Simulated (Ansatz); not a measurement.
# InH3O2: vertical ionisation energy

How much energy removes an electron from InH3O2 at fixed geometry? The cation is run at each level and the neutral's energy taken from earlier runs.

Computed with Ansatz 0.2.0, Gaussian basis. Level: unrestricted cation, the program's frozen cores in correlated methods.

Plan: UKS PBE-D4/def2-TZVPP; UKS r2SCAN-D4/def2-TZVPP; UKS PBE0-D4/def2-TZVPP; UKS B3LYP-D4/def2-TZVPP; UKS wB97X-V/def2-TZVPP; UKS wB97M-V/def2-TZVPP; UKS B2PLYP/def2-TZVPP; UHF-CCSD(T)/def2-TZVPP; UHF-CCSD(T)/def2-QZVPP; extrapolation to the limit; then −ε(HOMO) from the neutral's earlier runs with LDA (SPW92), PBE-D4, revPBE-D4, BLYP-D4, r2SCAN-D4, B97M-V, PBE0-D4, B3LYP-D4, r2SCANh-D4, r2SCAN0-D4, HSE06-D4, BHLYP-D4, CAM-B3LYP-D4, LC-ωPBE, ωB97X-V, ωB97M-V.

**1. Structure used throughout**

All runs share one geometry, relaxed beforehand with PBE0-D4 in a triple-zeta def2 set. In takes the def2 core potential; no spin-orbit term is included.

SMILES `[OH][InH][OH]`, 6 atoms, charge 0, spin multiplicity 1.

Atoms are counted from 1 here; the program's logs count them from 0.

Bond lengths: O1–In2 1.985 Å, O1–H4 0.959 Å, In2–O3 1.973 Å, In2–H5 1.692 Å, O3–H6 0.961 Å. Angles: In2–O1–H4 114.5°, O1–In2–O3 106.6°, O1–In2–H5 128.2°, O3–In2–H5 125.3°, In2–O3–H6 111.0°.

**2. Cation, UKS PBE-D4/def2-TZVPP**

in.yaml reads:

```yaml
crystal:
  periodic: [false, false, false]
  atoms:
    - {symbol: O, position_ang: [-1.024911, -1.053685, 0.443570]}
    - {symbol: In, position_ang: [0.017390, 0.344775, -0.504735]}
    - {symbol: O, position_ang: [1.614325, 0.701800, 0.598217]}
    - {symbol: H, position_ang: [-1.834167, -1.316805, 0.000535]}
    - {symbol: H, position_ang: [-0.348931, 1.108401, -1.969913]}
    - {symbol: H, position_ang: [1.618394, 0.151514, 1.386126]}
basis:
  gaussian: {orbitals: def2-TZVPP}
total_charge: 1
magnetization: {spin_polarized: true, initial_magnetization: 1}
hamiltonian: {xc: pbe, dispersion: d4}
```

Launch:

```sh
$ ansatz run in.yaml --threads 2 --pin off --events-out ev --progress --plain --max-ram 32768MiB --backend cpu
```

Further steps of the session: Cation, UKS r2SCAN-D4/def2-TZVPP; Cation, UKS PBE0-D4/def2-TZVPP; Cation, UKS B3LYP-D4/def2-TZVPP; Cation, UKS wB97X-V/def2-TZVPP; Cation, UKS wB97M-V/def2-TZVPP; Cation, UKS B2PLYP (frozen core)/def2-TZVPP; Cation, UHF-CCSD(T)/def2-TZVPP; Cation, UHF-CCSD(T)/def2-QZVPP.

**Question.** What will the summary of the whole plan be? Wanted: ionisation energy, CCSD(T)/CBS; nearest functional by difference; nearest −ε(HOMO); −ε(HOMO) of PBE; T1 of the cation.

As calculated:

| quantity | value |
| --- | --- |
| ionisation energy, CCSD(T)/CBS | 11.16 eV |
| nearest functional by difference | B2PLYP (-0.22 eV) |
| nearest −ε(HOMO) | LC-ωPBE (-0.00 eV) |
| −ε(HOMO) of PBE | 6.63 eV |
| T1 of the cation | 0.031 |

**Reading.** Energy differences with functionals land within 1.07 eV of the reference. The PBE orbital energy is 4.5 eV too small: a semilocal HOMO is no ionisation energy. Among orbital estimates LC-ωPBE comes nearest. Hartree-Fock falls 1.90 eV short, as the neutral has more correlation energy than the cation. The cation's T1 (from the report) is 0.031, near the customary mark of 0.045 for open shells, so the coupled-cluster value is less safe. The cation may have settled in a state other than its lowest; no search over hole states beyond the program's own was made. Correlated methods include outer-core shells of In, which these sets cover unevenly. With outer-core shells in play the reference is unsure by up to some tenths of an eV, so close misses can't be ranked.
